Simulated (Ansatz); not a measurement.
# CH7GaOSi: up Jacob's ladder to CCSD(T)

The task here is to estimate one member of a computed series from the others.

Computed with Ansatz 0.2.0, Gaussian basis. Level: functionals in def2-TZVPP, the program's frozen cores in correlated methods.

The runs, in order: PBE-D4, r2SCAN-D4, PBE0-D4, B3LYP-D4, ωB97X-V, ωB97M-V, B2PLYP; CCSD(T)/def2-TZVPP; MP2/def2-QZVPP; extrapolation to the limit.

## The relaxed structure

An earlier PBE0-D4 in a triple-zeta def2 set relaxation fixed the geometry.

11 atoms, charge 0, spin multiplicity 1.

Atoms are counted from 1 here; the program's logs count them from 0.

Bond lengths: C1–Ga2 2.060 Å, C1–H5 1.098 Å, C1–H6 1.095 Å, C1–H7 1.098 Å, Si3–O4 1.666 Å, Si3–H8 1.485 Å, Si3–H9 1.477 Å, Si3–H10 1.485 Å, O4–H11 0.961 Å. Angles: Ga2–C1–H5 111.3°, Ga2–C1–H6 111.9°, Ga2–C1–H7 111.3°, H5–C1–H6 107.1°, H5–C1–H7 107.9°, H6–C1–H7 107.1°, O4–Si3–H8 110.3°, O4–Si3–H9 105.2°, O4–Si3–H10 110.2°, H8–Si3–H9 111.0°, H8–Si3–H10 109.0°, H9–Si3–H10 111.1°, Si3–O4–H11 119.3°.

Coordinates:

```xyz
11

C    -1.8289    1.2143   -0.8325
Ga   -1.9329   -0.5263    0.2643
Si    1.7525   -1.2030    0.8232
O     0.5036   -0.3036    0.1849
H    -1.3212    2.0102   -0.2712
H    -2.8228    1.5907   -1.0963
H    -1.2817    1.0610   -1.7722
H     2.5125   -0.3990    1.8141
H     1.1054   -2.3640    1.4673
H     2.6754   -1.6361   -0.2569
H     0.7034    0.4990   -0.3042
```

Set-up of the first run:

The input, in.yaml:

```yaml
crystal:
  periodic: [false, false, false]
  atoms:
    - {symbol: C, position_ang: [-1.828938, 1.214328, -0.832482]}
    - {symbol: Ga, position_ang: [-1.932912, -0.526331, 0.264334]}
    - {symbol: Si, position_ang: [1.752538, -1.202978, 0.823189]}
    - {symbol: O, position_ang: [0.503591, -0.303585, 0.184890]}
    - {symbol: H, position_ang: [-1.321164, 2.010176, -0.271157]}
    - {symbol: H, position_ang: [-2.822758, 1.590679, -1.096275]}
    - {symbol: H, position_ang: [-1.281664, 1.060967, -1.772190]}
    - {symbol: H, position_ang: [2.512452, -0.399010, 1.814089]}
    - {symbol: H, position_ang: [1.105361, -2.364014, 1.467273]}
    - {symbol: H, position_ang: [2.675422, -1.636119, -0.256927]}
    - {symbol: H, position_ang: [0.703373, 0.498986, -0.304244]}
basis:
  gaussian: {orbitals: def2-TZVPP}
hamiltonian: {xc: pbe, dispersion: d4}
output: {forces: true, orbitals: {seedname: orbitals}}
```

On the command line:

```console
$ ansatz run in.yaml --threads 4 --pin off --events-out ev --progress --plain --max-ram 10444MiB
```

Among the steps run: PBE-D4 (GGA); r2SCAN-D4 (meta-GGA); PBE0-D4 (hybrid); B3LYP-D4 (hybrid); ωB97X-V (range-separated); ωB97M-V (range-separated); B2PLYP (double hybrid); CCSD(T) in def2-TZVPP; MP2 in def2-QZVPP.

One of the session's tables, all rows but one given; the rest of the session is left out.

| method | atomisation energy (kJ/mol) |
| --- | --- |
| PBE-D4 | 3521.5 |
| r2SCAN-D4 | 3515.3 |
| PBE0-D4 | 3479.7 |
| B3LYP-D4 | ? |
| ωB97X-V | 3527.0 |
| ωB97M-V | 3525.8 |
| B2PLYP | 3480.3 |
| HF/def2-TZVPP | 2604.2 |
| MP2/def2-TZVPP | 3467.0 |
| CCSD/def2-TZVPP | 3413.9 |
| CCSD(T)/def2-TZVPP | 3453.0 |
| MP2/CBS | 3553.8 |
| CCSD(T)/CBS | 3539.7 |

Q: Estimate the row for B3LYP-D4 from the others.

The run gave: atomisation energy (kJ/mol): 3520.2. In the column «atomisation energy (kJ/mol)» it lies between r2SCAN-D4 (3515.3) and PBE-D4 (3521.5).
